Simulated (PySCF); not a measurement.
# Ways to converge the SCF of Kr⁺

Aim: find out which solver settings change the answer for Kr⁺.

The runs use PySCF 2.14.0; method and basis as typed in the scripts.

### Step 1. The atom

Kr⁺: 1 atom, charge 1, spin multiplicity 2.

### Step 2. The base run

File input.py:

```python
from pyscf import gto, scf, mp

mol = gto.M(
    atom='Kr 0 0 0',
    basis='def2-svpd',
    charge=1,
    spin=1,
    verbose=4,
)
mf = scf.UHF(mol)
mf.kernel()
mp.MP2(mf, frozen=9).kernel()
mf.dip_moment()
print('orbital energies (hartree):', [e[max(0, n-3):n+3].round(4) for e, n in zip(mf.mo_energy, mol.nelec)])
```

The run is started by

```sh
> OMP_NUM_THREADS=1 python input.py
```

Its log is not repeated here.

In short: E(SCF) = -2751.185925 Eh, 8 cycles, E(MP2) − E(SCF) = -0.20722 Eh, ⟨S²⟩ = 0.756.

### Step 3. Damping 0.5

Edit 1 changes damping: none → 0.5.

File input.py:

```python
from pyscf import gto, scf, mp

mol = gto.M(
    atom='Kr 0 0 0',
    basis='def2-svpd',
    charge=1,
    spin=1,
    verbose=4,
)
mf = scf.UHF(mol)
mf.damp = 0.5
mf.diis_start_cycle = 8
mf.kernel()
mp.MP2(mf, frozen=9).kernel()
mf.dip_moment()
print('orbital energies (hartree):', [e[max(0, n-3):n+3].round(4) for e, n in zip(mf.mo_energy, mol.nelec)])
```

The run is started by

```sh
> OMP_NUM_THREADS=1 python input.py
```

### Step 4. Point-group symmetry on

Edit 2 changes point-group symmetry: off → on.

Edit input.py of step 2 so:

```diff
@@ -7,2 +7,3 @@
     spin=1,
+    symmetry=True,
     verbose=4,
```

### Step 5. Second-order solver on

Edit 3 changes second-order solver: off → on.

Edit input.py of step 2 so:

```diff
@@ -10,2 +10,3 @@
 mf = scf.UHF(mol)
+mf = mf.newton()
 mf.kernel()
```

### Step 6. Convergence threshold 1e-11 hartree

Edit 4 changes convergence threshold: default → 1e-11 hartree.

Edit input.py of step 2 so:

```diff
@@ -10,2 +10,3 @@
 mf = scf.UHF(mol)
+mf.conv_tol = 1e-11
 mf.kernel()
```

Before running it: what results should come out? Wanted: for each run, E(SCF); from base; gap, α spin; after the SCF.

The runs gave:

| run | E(SCF) (hartree) | from base (eV) | cycles | gap, α spin (eV) | after the SCF |
| --- | --- | --- | --- | --- | --- |
| base | -2751.185925 | 0 | 8 | 21.98 | MP2 correlation -5.639 eV, core frozen |
| damping 0.5 | -2751.185925 | 0.0000 | 12 | 21.98 | MP2 correlation -5.639 eV, core frozen |
| point-group symmetry on | -2751.182014 | +0.1064 | 8 | 22.11 | MP2 correlation -5.692 eV, core frozen |
| second-order solver on | -2751.185925 | 0.0000 | 3 macro | 21.98 | MP2 correlation -5.639 eV, core frozen |
| convergence threshold 1e-11 hartree | -2751.185925 | 0.0000 | 9 | 21.98 | MP2 correlation -5.639 eV, core frozen |

Distance from each run's final energy (log10 hartree) by cycle:

| run | cycle 1 | cycle 2 | cycle 3 | cycle 5 | cycle 8 | cycle 12 |
| --- | --- | --- | --- | --- | --- | --- |
| base | -1.4 | -2.6 | -3.8 | -6.8 | < -11 | done |
| damping 0.5 | -1.4 | -2.0 | -2.6 | -3.5 | -5.4 | -10.5 |
| point-group symmetry on | -1.4 | -2.7 | -4.1 | -6.4 | -11.0 | done |
| second-order solver on | -6.2 | -11.0 | < -11 | done | done | done |
| convergence threshold 1e-11 hartree | -1.4 | -2.6 | -3.8 | -6.8 | < -11 | done |

The SCF energy stays the same, to the digits that matter, with damping 0.5 or second-order solver on or convergence threshold 1e-11 hartree. With point-group symmetry on the SCF ends in another solution, 0.11 eV higher: the path to self-consistency decides the state here. The base needs 8 cycles and the run with damping 0.5 needs 12.
